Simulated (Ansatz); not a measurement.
## NbRh, space group P4/mmm: an equation of state with a fit, step by step

Program: Ansatz 0.2.0, Python API.

The cells in order, each with its output:

**Cell 1**
```python
import warnings

import ansatz as az
import numpy as np

FUNCTIONAL = 'r2scan'
DISPERSION = 'D3(BJ)'
CUTOFF_EV = 530
OCCUPATIONS = 'fermi_dirac'
MESH = (8, 8, 6)
```

**Cell 2**
```python
VECTORS = np.array([
    [2.842, 0.0, 0.0],
    [0.0, 2.842, 0.0],
    [0.0, 0.0, 3.809],
])
SITES = [
    ('Nb', (0.0, 0.0, 0.0)),
    ('Rh', (0.5, 0.5, 0.5)),
]
```

**Cell 3**
```python
def build(cell):
    crystal = az.Crystal(lattice=az.Lattice.of(cell))
    for symbol, position in SITES:
        crystal = crystal.atom(symbol, position)
    return crystal
```

**Cell 4**
```python
warnings.simplefilter('ignore', az.DeckWarning)
```

**Cell 5**
```python
# uniform scaling of the cell
volumes, energies = [], []
for scale in np.linspace(0.88, 1.12, 7):
    cell = VECTORS * scale ** (1 / 3)
    calc = (
        build(cell).calculation()
        .functional(FUNCTIONAL, dispersion=DISPERSION)
        .pseudopotentials('paw')
        .basis(CUTOFF_EV)  # plane waves up to this kinetic energy
        .occupations(OCCUPATIONS, width=50 * az.meV)  # smearing steadies the SCF of a metal
        .kpoints(*MESH)  # the mesh must be finer for metals
    )
    summary = calc.run().report
    volumes.append(abs(np.linalg.det(cell)) / len(SITES))
    energies.append(summary['free_energy_ev'] / len(SITES))
    print(f'V = {volumes[-1]:8.4f} A^3/atom  F = {energies[-1]:.5f} eV/atom')
```
Output:
```text
V =  13.5367 A^3/atom  F = -5490.02586 eV/atom
V =  14.1520 A^3/atom  F = -5490.15141 eV/atom
V =  14.7673 A^3/atom  F = -5490.21931 eV/atom
V =  15.3826 A^3/atom  F = -5490.24062 eV/atom
V =  15.9979 A^3/atom  F = -5490.22421 eV/atom
V =  16.6132 A^3/atom  F = -5490.17738 eV/atom
V =  17.2285 A^3/atom  F = -5490.10605 eV/atom
```

**Cell 6**
```python
# third-order Birch-Murnaghan: a cubic in V^(-2/3)
x = np.array(volumes) ** (-2 / 3)
poly = np.polynomial.Polynomial.fit(x, energies, 3).convert()
roots = poly.deriv().roots()
x0 = min((r.real for r in roots if abs(r.imag) < 1e-9 and poly.deriv(2)(r.real) > 0), key=lambda r: abs(r - x.mean()))
v0 = x0 ** -1.5
b0 = 4 / 9 * poly.deriv(2)(x0) * v0 ** (-7 / 3) * 160.21766
b1 = 4 + 2 / 3 * x0 * poly.deriv(3)(x0) / poly.deriv(2)(x0)
print(f'V0 = {v0:.4f} A^3/atom, B0 = {b0:.1f} GPa, dB/dP = {b1:.2f}')
```
Output:
```text
V0 = 15.4012 A^3/atom, B0 = 242.6 GPa, dB/dP = 4.31
```

A third-order Birch-Murnaghan fit through the 7 points has its minimum at 15.40 Å³ an atom, 0.1 % above the typed cell, with a bulk modulus of 243 GPa. From that minimum the energy rises by 214.7 meV an atom on the compressed side and 134.5 meV on the expanded side.

Caveats:
- Absolute energies stand on the zero of these potentials, so only differences at equal settings mean something.
- Shape and fractional positions are held along the curve, so the bulk modulus is an upper value where they are free to relax.
- The dispersion term runs with damping parameters of another functional.
- Dispersion corrections can be off by several per cent in the lattices of metals, and by several GPa in the pressure at a fixed cell.
- The mesh is modest for a metal, so energies can be off by several to tens of meV an atom and pressures by half a GPa or more; differences at equal mesh fare better.
- The starting cell is as deposited in a crystallographic database; the results hold for this polymorph, which needn't be the stable one.
- The script silences the warnings on its input, which a real study should read.
- The whole script took 13 s on 1 thread of Intel(R) Xeon(R) 6975P-C (Granite Rapids), with other jobs on the host, peak memory 0.5 GiB.

(Lines on the test bed's own set-up are left out of the output.)
